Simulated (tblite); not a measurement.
# C5H9BF2O: the cost of one run

Computed with tblite 0.8.0 and PySCF 2.14.0, with density-fitted response routines of our own, on a single molecule in the gas phase. Atoms are numbered from 0 throughout.

## Step 1: Starting geometry

18 atoms, charge 0, multiplicity 1; geometry from: force field or distance geometry start.

Bonds of the start (Å): F0–C1 1.37, C1–O2 1.37, O2–B3 1.47, B3–F4 1.44, B3–C5 1.60, C5–C6 1.52, C6–C7 1.53, C7–C8 1.52, C8–C5 1.52, C1–H9 1.11, C1–H10 1.13, C5–H11 1.11, C6–H12 1.09, C6–H13 1.10, C7–H14 1.12, C7–H15 1.10, C8–H16 1.11, C8–H17 1.10.

## Step 2: Geometry optimisation with GFN2-xTB

What the job is given:

```
{"job": {"kind": "relax", "xc": "GFN2-xTB", "basis": "xTB"}, "charge": 0, "multiplicity": 1}
F      3.418700     1.586800    -0.633800
C      3.252200     0.232400    -0.510200
O      2.011800    -0.200800    -0.901800
B      0.907700     0.412300    -0.154500
F      0.740400     1.838600    -0.178400
C     -0.423700    -0.478200    -0.057500
C     -1.342100    -0.326200    -1.262900
C     -2.476900    -0.487000    -0.255200
C     -1.539000     0.171300     0.741700
H      4.061000    -0.270200    -1.072700
H      3.454900    -0.056800     0.566800
H     -0.254800    -1.542500     0.204800
H     -1.314500     0.701600    -1.632900
H     -1.273700    -1.145800    -1.993400
H     -2.618200    -1.583300    -0.092100
H     -3.401100     0.068700    -0.478600
H     -1.578100     1.274400     0.657300
H     -1.633200    -0.189000     1.776900
```

Command:

```sh
$ OMP_NUM_THREADS=1 python probes_run.py task.json out
```

The driver reads the jobs from task.json and runs them one after another.

**Question.** How long does this first job take on 1 thread of Arm Neoverse N1, shared host, and how much memory does it need?

About 1.6 s, with a peak of 0.18 GiB.
